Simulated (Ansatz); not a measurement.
# CH7AlB2: up Jacob's ladder to CCSD(T)

An exercise on one series of results from a longer session: the logs are not shown, and one member is left open.

Method: functionals in def2-TZVPP, the program's frozen cores in correlated methods; program: Ansatz 0.2.0, Gaussian basis.

The runs, in order: LDA (SPW92), PBE-D4, revPBE-D4, BLYP-D4, r2SCAN-D4, B97M-V, PBE0-D4, B3LYP-D4, r2SCANh-D4, r2SCAN0-D4, HSE06-D4, BHLYP-D4, CAM-B3LYP-D4, LC-ωPBE, ωB97X-V, ωB97M-V, B2PLYP, PBE-QIDH; CCSD(T)/def2-SVP; CCSD(T)/def2-TZVPP; MP2/def2-QZVPP; extrapolation to the limit; RPA on PBE.

### The geometry

An earlier PBE0-D4 in a triple-zeta def2 set relaxation fixed the geometry.

SMILES `B[CH](B)[AlH2]`, 11 atoms, charge 0, spin multiplicity 1.

Atoms are counted from 1 here; the program's logs count them from 0.

Bond lengths: B1–C2 1.518 Å, B1–H5 1.196 Å, B1–H6 1.200 Å, C2–B3 1.498 Å, C2–Al4 2.044 Å, C2–H7 1.085 Å, B3–H8 1.191 Å, B3–H9 1.251 Å, Al4–H10 1.576 Å, Al4–H11 1.584 Å. Angles: C2–B1–H5 120.2°, C2–B1–H6 121.1°, H5–B1–H6 118.6°, B1–C2–B3 109.6°, B1–C2–Al4 92.1°, B1–C2–H7 119.0°, B3–C2–Al4 78.1°, B3–C2–H7 121.6°, Al4–C2–H7 127.3°, C2–B3–H8 130.0°, C2–B3–H9 115.8°, H8–B3–H9 114.0°, C2–Al4–H10 122.7°, C2–Al4–H11 115.0°, H10–Al4–H11 121.5°.

Set-up of the first run:

in.yaml

```yaml
crystal:
  periodic: [false, false, false]
  atoms:
    - {symbol: B, position_ang: [-0.824545, 1.257556, 0.006022]}
    - {symbol: C, position_ang: [-0.852996, -0.259749, 0.006724]}
    - {symbol: B, position_ang: [0.048424, -0.779832, 1.083709]}
    - {symbol: Al, position_ang: [0.943695, -0.368189, -0.962672]}
    - {symbol: H, position_ang: [-1.798262, 1.878444, -0.306777]}
    - {symbol: H, position_ang: [0.153758, 1.860093, 0.351825]}
    - {symbol: H, position_ang: [-1.773735, -0.768215, -0.258076]}
    - {symbol: H, position_ang: [-0.167311, -1.570221, 1.947606]}
    - {symbol: H, position_ang: [1.240413, -0.403351, 1.023968]}
    - {symbol: H, position_ang: [1.750950, 0.911470, -1.403127]}
    - {symbol: H, position_ang: [1.344809, -1.815006, -1.468501]}
basis:
  gaussian: {orbitals: def2-TZVPP}
hamiltonian: {xc: lda}
output: {orbitals: {seedname: orbitals}}
```

The run is started by

```
$ ansatz run in.yaml --threads 2 --pin off --events-out ev --progress --plain --max-ram 4352MiB
```

Among the steps run: LDA; PBE-D4 (GGA); revPBE-D4 (GGA); BLYP-D4 (GGA); r2SCAN-D4 (meta-GGA); B97M-V (meta-GGA); PBE0-D4 (hybrid); B3LYP-D4 (hybrid); r2SCANh-D4 (hybrid); r2SCAN0-D4 (hybrid); HSE06-D4 (hybrid); BHLYP-D4 (hybrid); CAM-B3LYP-D4 (range-separated); LC-ωPBE (range-separated); ωB97X-V (range-separated); ωB97M-V (range-separated); B2PLYP (double hybrid); PBE-QIDH (double hybrid).

One table of the session follows, with a row left open; its other results are not shown here.

It belongs to the step «Frontier levels by functional». 

```
  functional  HOMO (eV)  LUMO (eV)  gap (eV)
 LDA (SPW92)      -7.10      -3.20      3.90
      PBE-D4      -7.07      -2.94      4.13
   revPBE-D4      -7.04      -2.83      4.21
     BLYP-D4          ?          ?         ?
   r2SCAN-D4      -7.34      -2.63      4.71
      B97M-V      -7.44      -2.73      4.71
     PBE0-D4      -8.28      -2.03      6.25
    B3LYP-D4      -8.10      -2.20      5.90
  r2SCANh-D4      -7.79      -2.32      5.47
  r2SCAN0-D4      -8.45      -1.85      6.60
    HSE06-D4      -7.88      -2.41      5.47
    BHLYP-D4      -9.31      -1.03      8.29
CAM-B3LYP-D4      -9.62      -0.95      8.67
     LC-ωPBE     -10.97       0.15     11.12
     ωB97X-V     -10.62       0.07     10.69
     ωB97M-V     -10.46      -0.18     10.28
```

Q: Estimate the row for BLYP-D4 from the others.

Worked estimate for «HOMO (eV)». Against the share of exact exchange, B3LYP-D4 (0.2, -8.10), BHLYP-D4 (0.5, -9.31) give a slope of -4.03 per unit share; at 0 the line stands at -7.29.

**Answer.** HOMO (eV): -6.99; LUMO (eV): -2.75; gap (eV): 4.23. In «HOMO (eV)» the line misses by -0.30.
